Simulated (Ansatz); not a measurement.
# ZnSnN2: how the settings move a single-point run

Aim: see which settings change the result for ZnSnN2, by how much, and at what cost. The cell is built on a prototype (ordering on zincblende) and needn't be the phase found in nature.

Method: reference: DFT, HSE06, plane waves, PAW, in Ansatz 0.2.0.

2 further runs of the same task are left out: 2 that didn't finish.

### Step 1. The system as given

It takes space group P-4m2 (No. 115, tetragonal). The conventional cell has a = 3.382 Å, b = 3.382 Å, c = 4.700 Å, α = 90.00°, β = 90.00°, γ = 90.00°. Zn (site symmetry -4m2) has 4 N at 2.05 Å as nearest neighbours. N (site symmetry 2mm) is surrounded by 2 Zn at 2.05 Å and 2 Sn at 2.07 Å. Sn (site symmetry -4m2) has 4 N at 2.07 Å as nearest neighbours.

Coordinates:

```
CELL_PARAMETERS angstrom
3.38202 0.00000 0.00000
0.00000 3.38202 0.00000
0.00000 0.00000 4.69964
ATOMIC_POSITIONS crystal
Zn 0.00000 0.00000 0.00000
N 0.00000 0.50000 0.24484
Sn 0.50000 0.50000 0.50000
N 0.50000 0.00000 0.75516
```

### Step 2. Reference

input.yaml

```yaml
crystal:
  lattice:
    - [3.3820201408, 0.0, 0.0]
    - [0.0, 3.3820201408, 0.0]
    - [0.0, 0.0, 4.6996405323]
  atoms:
    - { symbol: Zn, position: [0.0, 0.0, 0.0] }
    - { symbol: "N", position: [0.0, 0.5, 0.2448435869] }
    - { symbol: Sn, position: [0.5, 0.5, 0.5] }
    - { symbol: "N", position: [0.5, 0.0, 0.7551564131] }
kpoints:
  mp_grid: { grid: [4, 4, 4] }
hamiltonian:
  xc: hse06
scf:
  occupations: { method: fermi_dirac, width: 0.02 }
  n_extra_bands: 5
output:
  forces: true
  stress: true
  eigenvalues: true
```

Run with:

```console
$ ansatz run input.yaml --threads 4 --pin off --max-ram 3686MiB --backend cpu --events-out ev --progress --plain --runs-dir out
```

### Step 3. Changed: mp_grid.grid [6, 6, 4], xc pbesol

Changes to input.yaml since step 2:

```diff
@@ -11,5 +11,5 @@
 kpoints:
-  mp_grid: { grid: [4, 4, 4] }
+  mp_grid: { grid: [6, 6, 4] }
 hamiltonian:
-  xc: hse06
+  xc: pbesol
 scf:
```

### Step 4. Changed: singularity regularized

Changes to input.yaml since step 2:

```diff
@@ -17,2 +17,3 @@
   n_extra_bands: 5
+  exx: { singularity: regularized }
 output:
```

### Step 5. Changed: ecutwfc 300

Changes to input.yaml since step 2:

```diff
@@ -21 +21,3 @@
   eigenvalues: true
+basis:
+  ecutwfc: 300
```

### Step 6. Variant: occupations.method gaussian, occupations.width 0.5

Changes to input.yaml since step 2:

```diff
@@ -15,3 +15,3 @@
 scf:
-  occupations: { method: fermi_dirac, width: 0.02 }
+  occupations: { method: gaussian, width: 0.5 }
   n_extra_bands: 5
```

Before running it: what results should come out? Wanted: for each run, ending; energy change; pressure; gap; force.

The runs gave:

```tsv
run	ending	energy change	pressure (GPa)	gap (eV)	force (eV/Å)	cycles	time
reference	converged	0	-0.6	1.09	0.31	20	16 s
1: mp_grid.grid [6, 6, 4], xc pbesol	converged	not comparable	-0.6	0.00	0.18	7	1.2 s
2: singularity regularized	converged	-	-0.6	1.09	0.31	20	16 s
3: ecutwfc 300	converged	+155.3 meV/atom	-1.0	1.09	0.26	20	11 s
4: occupations.method gaussian, occupations.width 0.5	converged	+0.4 meV/atom (σ→0)	-0.5	1.08	0.30	-	16 s
```

Residual by cycle in the longest SCF loop of each run; runs are numbered as in the table. The quantity is the density residual dr2, in eV.

```tsv
cycle	reference	run 1	run 2	run 3	run 4
1	0.00134	0.0898	0.00134	0.0153	0.00124
2	2.5e-4	0.00506	2.5e-4	0.00349	2.4e-4
3	2.6e-5	2.1e-4	2.6e-5	4.9e-4	2.9e-5
4	4.7e-7	2.3e-5	4.7e-7	4.9e-5	7.6e-7
5	2.5e-8	2.2e-6	2.5e-8	2.2e-6	3.8e-8
6	2.1e-9	1.0e-7	2.1e-9	8.0e-8	2.9e-9
7	1.7e-10	1.1e-8	1.7e-10	3.2e-9	2.0e-10
8	-	-	-	1.6e-10	-
```

What this shows: Run 3 ran under the cutoff that the potentials recommend, as the log warns, so basis error is mixed into its values. Of the variants the dearest is «singularity regularized» (16 s), the cheapest «mp_grid.grid [6, 6, 4], xc pbesol» (1.2 s), on a shared host.
